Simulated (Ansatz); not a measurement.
This script drives Ansatz's Python interface.

`c2h3iosi.py`:
```python
'''Vibrations and zero-point energy of C2H3IOSi.'''

import ansatz as az
from ase import Atoms
from ase.thermochemistry import IdealGasThermo
import numpy as np

GEOMETRY = '''
I    -1.88950    1.22010    1.92900
C    -0.05950    0.89740    1.22770
C     0.15700    0.14640    0.16680
O     1.39480   -0.21030   -0.43540
Si   -0.09170   -0.87110   -1.17320
H     0.76550    1.37720    1.76620
H    -0.17630   -0.29290   -2.51880
H    -0.00810   -2.32390   -1.01800
'''

molecule = az.Crystal.molecule()
for line in GEOMETRY.strip().splitlines():
    symbol, *xyz = line.split()
    molecule = molecule.atom(symbol, [float(v) for v in xyz])

base = (
    molecule.calculation()
    .basis(gaussian='def2-SVP')
    .functional('b3lyp')
)
symbols = [site.symbol for site in molecule.cartesian_sites]
start = np.array([site.position_ang for site in molecule.cartesian_sites], dtype=float)
summary = base.relax(force_tolerance=0.003).run(threads=1, backend='cpu').report
end = np.array(summary['positions_ang'])

print('final positions (A) and the move of each atom')
for symbol, xyz, old in zip(symbols, end, start):
    print(f'{symbol:2s} {xyz[0]:10.5f} {xyz[1]:10.5f} {xyz[2]:10.5f}   {np.linalg.norm(xyz - old):7.4f}')

# frequencies need a stationary point, so they are taken at the relaxed geometry
minimum = az.Crystal.molecule()
for symbol, place in zip(symbols, end):
    minimum = minimum.atom(symbol, place.tolist())
vibrating = (
    minimum.calculation()
    .basis(gaussian='def2-SVP')
    .functional('b3lyp')
    .phonons(temperatures=(298.15, 498.15, 100))
)
vib = vibrating.run(threads=1, backend='cpu').report['vibrations']
sums = vib['harmonic_sums']
modes = [m['omega_inv_cm'] for m in sums['modes_at_gamma'] if m['rigid_motion'] == 'no']
for number, w in enumerate(modes, start=1):
    print(f'mode {number:2d} {w:9.1f} 1/cm {w / 8065.544 * 1000:8.2f} meV')
print('imaginary modes:', sum(w < 0 for w in modes), ' zero-point energy:', round(sums['zero_point_energy_ev'], 4), 'eV')
# rigid rotor and ideal gas, symmetry number taken as one
gas = IdealGasThermo(vib_energies=[w / 8065.544 for w in modes if w > 0], geometry='linear' if len(modes) == 3 * len(symbols) - 5 else 'nonlinear',
                     atoms=Atoms(symbols, positions=end), symmetrynumber=1, spin=0.0)
print(f'H(298 K) - E = {gas.get_enthalpy(298.15, verbose=False):.4f} eV')
print(f'S(298 K, 1 bar) = {96485.33 * gas.get_entropy(298.15, 1e5, verbose=False):.1f} J/(mol K) with symmetry number 1')
```

It is started by `python c2h3iosi.py`. How long does it take on 1 thread of INTEL(R) XEON(R) PLATINUM 8581C CPU @ 2.10GHz (Emerald Rapids), with other jobs on the host, and how much memory does it need?

It took about 2.9 min, with a peak of 0.37 GiB, for 2 runs of the engine.

```console
$ python c2h3iosi.py
final positions (A) and the move of each atom
I    -1.97552    1.28527    2.00192    0.1302
C    -0.03153    0.92416    1.26639    0.0547
C     0.19459    0.16284    0.20147    0.0537
O     1.39909   -0.18209   -0.41896    0.0329
Si    0.05519   -0.90554   -1.23576    0.1633
H     0.76979    1.41021    1.82801    0.0702
H    -0.25157   -0.37708   -2.58303    0.1299
H    -0.06784   -2.37488   -1.11574    0.1254
mode  1     106.0 1/cm    13.14 meV
mode  2     205.8 1/cm    25.51 meV
mode  3     289.8 1/cm    35.94 meV
mode  4     327.1 1/cm    40.56 meV
mode  5     556.1 1/cm    68.95 meV
mode  6     562.6 1/cm    69.75 meV
mode  7     628.5 1/cm    77.92 meV
mode  8     659.8 1/cm    81.80 meV
mode  9     741.5 1/cm    91.94 meV
mode 10     756.8 1/cm    93.83 meV
mode 11     782.5 1/cm    97.02 meV
mode 12     955.4 1/cm   118.46 meV
mode 13    1058.6 1/cm   131.25 meV
mode 14    1170.5 1/cm   145.12 meV
mode 15    1729.0 1/cm   214.37 meV
mode 16    2276.4 1/cm   282.24 meV
mode 17    2299.6 1/cm   285.11 meV
mode 18    3203.1 1/cm   397.13 meV
imaginary modes: 0  zero-point energy: 1.135 eV
H(298 K) - E = 1.3223 eV
S(298 K, 1 bar) = 340.6 J/(mol K) with symmetry number 1
```

Notes:
- The frequencies are harmonic and unscaled, in a modest basis.
- def2 sets replace the cores of elements past krypton by effective core potentials.
- b3lyp holds the VWN-RPA fit, as in Gaussian; the form of ORCA and Turbomole is b3lyp5.
- The entropy takes a symmetry number of 1; a symmetric molecule's is lower by R ln(sigma).
